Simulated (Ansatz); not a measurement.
# CH₃Cl₂In: small, medium and large basis sets

One table from this session's results is given with a row withheld; the runs are named, their logs left out.

Computed with Ansatz 0.2.0, Gaussian basis. Level: one geometry, several basis sets.

Levels to be run: PBE0-D4/def2-SVP; ωB97M-V/def2-SVP; PBE0-D4/def2-QZVPP; ωB97M-V/def2-QZVPP; the functionals' def2-TZVPP values are taken from earlier runs.

## Structure used throughout

All runs share one geometry, relaxed beforehand with PBE0-D4 in a triple-zeta def2 set. In takes the def2 core potential; no spin-orbit term is included.

SMILES `[CH3][In]([Cl])[Cl]`, 7 atoms, charge 0, spin multiplicity 1.

Atoms are counted from 1 here; the program's logs count them from 0.

Bond lengths: C1–In2 2.126 Å, C1–H5 1.088 Å, C1–H6 1.089 Å, C1–H7 1.090 Å, In2–Cl3 2.323 Å, In2–Cl4 2.323 Å. Angles: In2–C1–H5 109.3°, In2–C1–H6 109.2°, In2–C1–H7 108.6°, H5–C1–H6 110.6°, H5–C1–H7 109.7°, H6–C1–H7 109.3°, C1–In2–Cl3 124.3°, C1–In2–Cl4 124.4°, Cl3–In2–Cl4 111.3°.

The first run:

Input file in.yaml:

```yaml
crystal:
  periodic: [false, false, false]
  atoms:
    - {symbol: C, position_ang: [-0.232274, 1.103485, -0.112360]}
    - {symbol: In, position_ang: [0.196551, -0.967271, 0.102805]}
    - {symbol: Cl, position_ang: [1.981065, -1.815441, 1.323886]}
    - {symbol: Cl, position_ang: [-1.053600, -2.673158, -0.857733]}
    - {symbol: H, position_ang: [-1.273295, 1.227514, -0.405020]}
    - {symbol: H, position_ang: [-0.036948, 1.609087, 0.832136]}
    - {symbol: H, position_ang: [0.418500, 1.515794, -0.883714]}
basis:
  gaussian: {orbitals: def2-SVP}
hamiltonian: {xc: pbe0, dispersion: d4}
output: {orbitals: {seedname: orbitals}}
```

Started as:

```console
ansatz run in.yaml --threads 4 --pin off --events-out ev --progress --plain --max-ram 10444MiB
```

Among the steps run: PBE0-D4 in def2-SVP; ωB97M-V in def2-SVP; PBE0-D4 in def2-QZVPP; ωB97M-V in def2-QZVPP.

One table of the session follows, with a row left open; its other results are not shown here.

It belongs to the step «Functionals by basis». 

```
functional       basis  HOMO (eV)  LUMO (eV)
   PBE0-D4    def2-SVP      -8.41      -1.42
   PBE0-D4  def2-TZVPP      -8.53      -1.62
   PBE0-D4  def2-QZVPP      -8.55      -1.71
   ωB97M-V    def2-SVP          ?          ?
   ωB97M-V  def2-TZVPP     -10.69       0.05
   ωB97M-V  def2-QZVPP     -10.71      -0.02
```

**Question.** Estimate the row for ωB97M-V, def2-SVP.

**Answer.** HOMO (eV): -10.53; LUMO (eV): 0.29. In the column «HOMO (eV)» it lies between ωB97M-V, def2-TZVPP (-10.69) and PBE0-D4, def2-QZVPP (-8.55).
